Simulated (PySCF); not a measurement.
# C6H8ClFO: the cost of one run

Programs: PySCF 2.14.0, with routines of our own; each step states its level. All values are computed. Atoms count from 0.

## 1. The system as given

17 atoms, charge 0, multiplicity 1; geometry from: GFN2-xTB.

## 2. Magnetic properties: GIAO KT3/pcSseg-1

What the job is given:

```
{"job": {"kind": "mag", "xc": "KT3", "basis": "pcSseg-1", "isotopologues": 0}, "charge": 0, "multiplicity": 1}
C     -1.356105     0.645173     1.536902
C     -0.697812     0.187736     0.466185
C      0.760370     0.141678     0.465621
C      1.554694    -0.265740    -0.519990
F      1.080518    -0.720654    -1.699126
C      3.053538    -0.300618    -0.539064
Cl     3.780124     0.290516     0.963031
O     -1.261792    -0.256197    -0.686687
C     -2.661673    -0.220366    -0.791935
H     -0.814692     0.974364     2.403004
H     -2.426547     0.706611     1.588625
H      1.231152     0.486410     1.371776
H      3.425653     0.323951    -1.356395
H      3.398644    -1.326733    -0.694344
H     -2.894307    -0.608193    -1.781957
H     -3.137428    -0.848868    -0.031677
H     -3.041335     0.802959    -0.703880
```

With the program's defaults for keys left out, this is: GIAO KT3/pcSseg-1 magnetisability, rotational g tensor and spin-rotation constants, non-relativistic, gas phase.

On the command line:

```
$ OMP_NUM_THREADS=1 python excited_run.py task.json out
```

One launch serves the whole session: the jobs run in the order shown.

**Question.** How long does this first job take on 1 thread of Arm Neoverse N1, shared host, and how much memory does it need?

About 99 s, with a peak of 0.71 GiB.
